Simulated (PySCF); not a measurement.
# C3H7BO: the cost of one run

Programs: PySCF 2.14.0, with density-fitted response routines of our own. Each step states its level of theory. These are calculated values for one molecule in the gas phase, unless marked as measured. Atoms count from 0, in the outputs and in this text.

**1. The molecule as given**

12 atoms, charge 0, multiplicity 1; geometry from: PBE0-D3(BJ)/def2-SVP.

Bonds of the start (Å): C0–C1 1.34, C1–B2 1.55, B2–O3 1.35, O3–C4 1.40, C0–H5 1.10, C0–H6 1.10, C1–H7 1.10, B2–H8 1.22, C4–H9 1.10, C4–H10 1.10, C4–H11 1.10.

**2. Shielding tensors: HF/pcSseg-2**

The job: settings as JSON, then the geometry in Å.

```
{"job": {"kind": "nmr", "xc": "HF", "basis": "pcSseg-2", "pop": false}, "charge": 0, "multiplicity": 1}
C      2.575821    -0.025413     0.155994
C      1.389893    -0.650996     0.196227
B      0.057796     0.139721     0.113539
O     -1.111854    -0.528633     0.152234
C     -2.360158     0.105622     0.073942
H      2.634061     1.065607     0.065926
H      3.532034    -0.557842     0.209346
H      1.374000    -1.744820     0.286077
H      0.053402     1.354396     0.012116
H     -2.910280    -0.272705    -0.801920
H     -2.948397    -0.128979     0.974824
H     -2.257440     1.200149    -0.012748
```

With the program's defaults for keys left out, this is: GIAO HF/pcSseg-2 NMR shielding, non-relativistic, gas phase.

Run with:

```
OMP_NUM_THREADS=1 python probes_run.py task.json out
```

This one command runs all jobs of the session in turn.

Q: Estimate the wall time and peak memory of this first job on 1 thread of Arm Neoverse V1, shared host.

About 14 s, with a peak of 0.94 GiB.
